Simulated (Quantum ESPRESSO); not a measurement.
GaGe:

```
CELL_PARAMETERS angstrom
0.00000 2.89784 2.89784
2.89784 0.00000 2.89784
2.89784 2.89784 0.00000
ATOMIC_POSITIONS crystal
Ge 0.00000 0.00000 0.00000
Ga 0.25000 0.25000 0.25000
```

The cell comes from a database or a generator and needn't be the stable form of this composition.

```yaml
Program: Quantum ESPRESSO 7.5
Task: phonon dispersion
Functional: LDA
Potentials_or_basis: PseudoDojo 0.4.1 SR LDA standard
Cutoff: 1088 eV
Density_cutoff: 4354 eV
k_mesh: 6 × 6 × 6
Occupations: cold, width 0.2 eV
Spin: no spin polarisation
Form_of_the_LDA_correlation: PW92
Mixing_beta: 0.5
Most_SCF_iterations: 120
SCF_threshold: 4e-10 Ry
q_mesh: 2 × 2 × 2
```

The cell and the atoms were relaxed first, to 22.39 Å³/atom (a = 3.986 Å, b = 3.986 Å, c = 3.986 Å, α = 60.00°, β = 60.00°, γ = 60.00°), and the response was taken there.

Problem. Is this structure dynamically stable at this level, and how far does the spectrum reach?

Solution. Yes, as far as this q mesh shows: no mode on the path is imaginary. The highest frequency is 230 cm⁻¹.

Phonon frequencies at the corners of the path (cm⁻¹, interpolated; i marks imaginary ones):
```csv
point,frequencies
Γ,0 0 0 211 211 211
X,47 47 145 149 228 228
W,29 39 159 160 228 230
K,28 45 144 171 228 229
L,44 44 117 210 229 229
U,28 45 144 171 228 229
```

Harmonic thermodynamics per atom at this volume (zero-point energy 25.9 meV, Debye temperature from the second moment 300 K):
```csv
T (K),free energy (meV),entropy (k_B),heat capacity Cv (k_B)
50,23.8,1.13,1.25
100,16.4,2.28,2.09
200,-11.1,3.97,2.70
298.15,-49.6,5.08,2.86
500,-152.0,6.58,2.95
800,-341.6,7.98,2.98
```

A q mesh this small can miss soft modes between its points.

Caveat: the k mesh is coarse; the mesh is thin for the phonons of a metal; the q mesh is small, so phonon branches between its points and thermal values are rough.
